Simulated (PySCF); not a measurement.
# C5H9ClO: the cost of one run

The runs use PySCF 2.14.0, with density-fitted response routines of our own; the level of theory stands in each step. All values are computed, except where a source is named. Atoms count from 0, in the outputs and in this text.

## (1) The molecule as given

16 atoms, charge 0, multiplicity 1; geometry from: GFN2-xTB. The atoms were then displaced at random by about 0.01 Å, so the start is not that level's minimum.

Bonds of the start (Å): C0–C1 1.51, C1–C2 1.52, C2–C3 1.58, C3–C4 1.47, C4–O5 1.17, C4–Cl6 1.80, C0–H7 1.09, C0–H8 1.05, C0–H9 1.10, C1–H10 1.10, C1–H11 1.10, C2–H12 1.08, C2–H13 1.08, C3–H14 1.09, C3–H15 1.11.

## (2) Geometry optimisation at PBE0-D3(BJ)/def2-SVP

The job: settings as JSON, then the geometry in Å.

```
{"job": {"xc": "PBE0", "basis": "def2-SVP", "d3": "d3bj", "grid": 1, "shake": 0.01, "kind": "geom"}, "charge": 0, "multiplicity": 1}
C     -2.382260    -0.334310     0.181830
C     -1.044360     0.143290     0.678850
C      0.038820    -0.145760    -0.348100
C      1.462980     0.315170     0.156620
C      2.498010     0.023150    -0.846400
O      2.409920    -0.471160    -1.903340
Cl     4.104610     0.562340    -0.247160
H     -3.157660    -0.090680     0.909540
H     -2.400940    -1.373480     0.002940
H     -2.662770     0.203150    -0.735360
H     -0.816920    -0.365500     1.627790
H     -1.062140     1.221400     0.892290
H      0.063890    -1.203910    -0.558060
H     -0.184430     0.368460    -1.270790
H      1.684790    -0.201380     1.095180
H      1.429410     1.400190     0.374890
```

Started as:

```
OMP_NUM_THREADS=1 python probes_run.py task.json out
```

This one command runs all jobs of the session in turn.

**Question.** How long does this first job take on 1 thread of Arm Neoverse V2, shared host, and how much memory does it need?

About 76 s, with a peak of 0.57 GiB.
